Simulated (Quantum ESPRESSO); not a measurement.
# In3As: band structure with PBEsol

The system is In3As.

```
CELL_PARAMETERS angstrom
4.67168 0.00000 0.00000
0.00000 4.67168 0.00000
0.00000 0.00000 4.67168
ATOMIC_POSITIONS crystal
In 0.50000 0.50000 0.00000
In 0.50000 0.00000 0.50000
In 0.00000 0.50000 0.50000
As 0.00000 0.00000 0.00000
```

The cell comes from a database or a generator and needn't be the stable form of this composition.

```
Program             : Quantum ESPRESSO 7.5
Task                : band structure
Functional          : PBEsol
Potentials or basis : GBRV 1.5 PBEsol
Cutoff              : 762 eV
Density cutoff      : 6095 eV
k mesh              : 6 × 6 × 6
Occupations         : fermi-dirac, width 0.05 eV
Spin                : no spin polarisation
Mixing beta         : 0.5
Most SCF iterations : 120
SCF threshold       : 8e-10 Ry
```

```
Pressure               : -2.5 GPa
Band gap on the k mesh : none (metal or under the smearing width)
```

Levels at the corners of the path, in eV from the Fermi level:
| point | band 20 | band 21 | band 22 | band 23 | band 24 | band 25 |
| --- | --- | --- | --- | --- | --- | --- |
| Γ | -2.83 | -1.87 | -1.87 | 2.10 | 2.10 | 2.10 |
| X | -1.54 | -1.19 | -0.02 | -0.02 | 0.06 | 1.49 |
| M | -0.71 | -0.37 | 0.47 | 0.47 | 1.77 | 1.97 |
| Γ | -2.83 | -1.87 | -1.87 | 2.10 | 2.10 | 2.10 |
| R | -3.93 | -3.93 | -3.93 | -3.34 | 4.72 | 4.72 |
| X | -1.54 | -1.19 | -0.02 | -0.02 | 0.06 | 1.49 |
| M | -0.71 | -0.37 | 0.47 | 0.47 | 1.77 | 1.97 |
| R | -3.93 | -3.93 | -3.93 | -3.34 | 4.72 | 4.72 |

Run time: 2.8 min on 2 MPI ranks on Arm Neoverse V2, with other jobs on the host, peak memory 0.58 GiB a rank.

Caveat: some levels on the path didn't converge; spin-orbit coupling is left out, which moves the levels of the heavy elements.
